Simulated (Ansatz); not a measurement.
Write a Python script for Ansatz 0.2.0 through its Python package that makes a rigid scan of one bond length of CH5GeN, SMILES N=[CH][GeH3]. Use (for the species named): r2scan0, def2-SVP basis, multiplicity 1.

```yaml
atoms:
  - { symbol: N, position_ang: [-1.4138, 0.3567, -1.0422] }
  - { symbol: C, position_ang: [-0.2267, 0.6021, -0.7943] }
  - { symbol: Ge, position_ang: [0.6180, -0.3350, 0.6261] }
  - { symbol: H, position_ang: [-1.9455, -0.2579, -0.5082] }
  - { symbol: H, position_ang: [0.3438, 1.3085, -1.4041] }
  - { symbol: H, position_ang: [-0.0619, 0.0033, 1.9765] }
  - { symbol: H, position_ang: [0.6061, -1.8594, 0.3763] }
  - { symbol: H, position_ang: [2.1721, 0.1246, 0.7139] }
```

The script, `run_scan.py`:
```python
"""Potential curve of CH5GeN along one bond."""

import warnings

import ansatz
import numpy as np

BASIS_SET = "def2-SVP"
XC = "R2SCAN0"

warnings.simplefilter("ignore", ansatz.DeckWarning)

geometry_ang = [
    ("N", [-1.4138, 0.3567, -1.0422]),
    ("C", [-0.2267, 0.6021, -0.7943]),
    ("Ge", [0.618, -0.335, 0.6261]),
    ("H", [-1.9455, -0.2579, -0.5082]),
    ("H", [0.3438, 1.3085, -1.4041]),
    ("H", [-0.0619, 0.0033, 1.9765]),
    ("H", [0.6061, -1.8594, 0.3763]),
    ("H", [2.1721, 0.1246, 0.7139]),
]
ch5gen = ansatz.Crystal.molecule()
for symbol, xyz in geometry_ang:
    ch5gen = ch5gen.atom(symbol, xyz)

symbols = [site.symbol for site in ch5gen.cartesian_sites]
start = np.array([site.position_ang for site in ch5gen.cartesian_sites])
axis = (start[2] - start[1]) / np.linalg.norm(start[2] - start[1])
moving = [2, 5, 6, 7]
lengths, energies = [1.672, 1.748, 1.824, 1.9, 1.976, 2.052, 2.128, 2.242], []
for length in lengths:
    xyz = start.copy()
    xyz[moving] += (length - np.linalg.norm(start[2] - start[1])) * axis
    point = ansatz.Crystal.molecule()
    for symbol, place in zip(symbols, xyz):
        point = point.atom(symbol, place.tolist())
    calc = point.calculation()
    calc = calc.basis(gaussian=BASIS_SET)
    calc = calc.functional(XC)
    summary = calc.run(threads=1, pin="off").report
    energies.append(summary["free_energy_ev"])
    print(f"r = {length:6.3f} A  E = {energies[-1]:.5f} eV  <S^2> = {abs(summary['mean_field']['state']['spin_squared']):.3f}")

# quartic fit about the minimum
fit = np.polynomial.Polynomial.fit(lengths, np.array(energies) - min(energies), 4).convert()
roots = [r.real for r in fit.deriv().roots() if abs(r.imag) < 1e-9 and fit.deriv(2)(r.real) > 0]
r_e = min(roots, key=lambda r: abs(r - lengths[int(np.argmin(energies))]))
print(f"minimum of the fit at {r_e:.4f} A, force constant {fit.deriv(2)(r_e):.2f} eV/A^2")
```

```console
$ python run_scan.py
r =  1.672 A  E = -59112.31421 eV  <S^2> = 0.000
r =  1.748 A  E = -59112.91232 eV  <S^2> = 0.000
r =  1.824 A  E = -59113.26936 eV  <S^2> = 0.000
r =  1.900 A  E = -59113.45162 eV  <S^2> = 0.000
r =  1.976 A  E = -59113.50847 eV  <S^2> = 0.000
r =  2.052 A  E = -59113.47656 eV  <S^2> = 0.000
r =  2.128 A  E = -59113.38297 eV  <S^2> = 0.000
r =  2.242 A  E = -59113.16903 eV  <S^2> = 0.000
minimum of the fit at 1.9814 A, force constant 14.62 eV/A^2
```

What to keep in mind:
- Total energies depend on the basis set; only differences at equal settings carry meaning.
- The rest of the molecule is held rigid at a force-field or estimated start geometry, and the basis set is modest; single-reference methods fail as a bond breaks.
- The orbitals are restricted, so S² is zero by construction.
- Run time: 42 s on 1 thread of Arm Neoverse V1, on a shared host, peak memory 0.24 GiB.
